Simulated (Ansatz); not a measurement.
# C2H9ClSiSn: the cost of one run

Program: Ansatz 0.2.0. Level of theory: RKS PBE-D4/def2-SVP. These are calculated values, not measurements.

### 1 The structure to begin with

Bond lengths: C1–C2 1.469 Å, C2–Si3 1.891 Å, Si3–Cl4 1.988 Å, Si3–Sn5 2.530 Å, C1–H6 1.167 Å, C1–H7 1.131 Å, C1–H8 1.118 Å, C2–H9 1.129 Å, C2–H10 1.120 Å, Si3–H11 1.479 Å, Sn5–H12 1.774 Å, Sn5–H13 1.799 Å, Sn5–H14 1.717 Å. Angles (14 of 24 angles, heavy atoms first): C1–C2–Si3 111.9°, C2–Si3–Cl4 111.0°, C2–Si3–Sn5 109.6°, Cl4–Si3–Sn5 109.9°, C1–C2–H9 108.7°, C1–C2–H10 107.6°, Si3–C2–H9 110.8°, Si3–C2–H10 110.7°, C2–C1–H6 111.7°, C2–C1–H7 113.4°, C2–C1–H8 113.7°, C2–Si3–H11 106.9°, Cl4–Si3–H11 110.5°, Sn5–Si3–H11 108.9°.

Structure file:

```xyz
14

C    -0.3750    1.0551    1.4235
C     0.0046   -0.3636    1.3818
Si   -0.4258   -1.1602   -0.2788
Cl   -2.3824   -1.0794   -0.6208
Sn    0.8218    0.0201   -2.1369
H    -1.5196    1.2004    1.2509
H     0.1361    1.6806    0.6316
H    -0.1378    1.5554    2.3947
H    -0.5107   -0.9016    2.2298
H     1.1054   -0.4263    1.5778
H     0.0314   -2.5656   -0.2119
H     2.5609   -0.0132   -1.7905
H     0.2336    1.7188   -2.1973
H     0.4446   -0.7497   -3.6250
```

### 2 End point A

The input, input.yaml:

```yaml
crystal:
  periodic: [false, false, false]
  atoms:
    - { symbol: C, position_ang: [-0.375, 1.0551, 1.4235] }
    - { symbol: C, position_ang: [0.0046, -0.3636, 1.3818] }
    - { symbol: Si, position_ang: [-0.4258, -1.1602, -0.2788] }
    - { symbol: Cl, position_ang: [-2.3824, -1.0794, -0.6208] }
    - { symbol: Sn, position_ang: [0.8218, 0.0201, -2.1369] }
    - { symbol: H, position_ang: [-1.5196, 1.2004, 1.2509] }
    - { symbol: H, position_ang: [0.1361, 1.6806, 0.6316] }
    - { symbol: H, position_ang: [-0.1378, 1.5554, 2.3947] }
    - { symbol: H, position_ang: [-0.5107, -0.9016, 2.2298] }
    - { symbol: H, position_ang: [1.1054, -0.4263, 1.5778] }
    - { symbol: H, position_ang: [0.0314, -2.5656, -0.2119] }
    - { symbol: H, position_ang: [2.5609, -0.0132, -1.7905] }
    - { symbol: H, position_ang: [0.2336, 1.7188, -2.1973] }
    - { symbol: H, position_ang: [0.4446, -0.7497, -3.625] }
basis:
  gaussian: { orbitals: def2-SVP }
hamiltonian:
  xc: pbe
  dispersion: d4
relax:
  f_tol: 0.015
  max_steps: 40
```

On the command line:

```bash
ansatz run input.yaml --threads 2 --pin off --max-ram 3072MiB --backend cpu --events-out ev --progress --plain --runs-dir out
```

What time and memory should one allow on 2 threads of Arm Neoverse V2, shared host?

About 26 s, with a peak of 0.19 GiB.
